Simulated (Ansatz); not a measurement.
# Au (Gold): the cost of one run

Computed with Ansatz 0.2.0 (DFT PBEsol, frozen-core PAW, scalar-relativistic unless said, unless a step's input says otherwise).

The COD entry's cell or inner coordinates are ideal or old and differ from later refinements, so a difference from it is no clean test against experiment.

## (1) The starting structure

It takes space group Fm-3m (No. 225, cubic). Conventional cell: a = 4.070 Å, b = 4.070 Å, c = 4.070 Å, α = 90.00°, β = 90.00°, γ = 90.00°. Around Au (site symmetry m-3m) lie 12 Au at 2.88 Å.

As a file:

```
Au
1.0
     0.00000    2.03500    2.03500
     2.03500    0.00000    2.03500
     2.03500    2.03500    0.00000
Au
1
Direct
  0.00000 0.00000 0.00000
```

Cartesian axes are those of the input's lattice vectors. The structure goes back to a database entry.

## (2) Cell and atoms relaxed, PAW

Contents of input.yaml:

```yaml
crystal:
  lattice:
    - [0.0, 2.035, 2.035]
    - [2.035, 0.0, 2.035]
    - [2.035, 2.035, 0.0]
  atoms:
    - { symbol: Au, position: [0.0, 0.0, 0.0] }
kpoints:
  mp_grid: { grid: [24, 24, 24] }
scf:
  occupations: { method: fermi_dirac, width: 0.1 }
hamiltonian:
  xc: pbesol
  pseudopotentials: { kind: paw }
relax:
  f_tol: 0.002
  max_steps: 80
  cell: {}
output:
  forces: true
  stress: true
  write_density: true
  write_potential: true
  elf: true
  volumetric_format: npy
```

Run with:

```console
$ ansatz run input.yaml --threads 1 --pin off --max-ram 3072MiB --backend cpu --events-out ev --progress --plain --runs-dir out
```

**Question.** How long does this run take on 1 thread of Arm Neoverse V2, shared host, and how much memory does it need?

About 18 s, with a peak of 0.38 GiB.
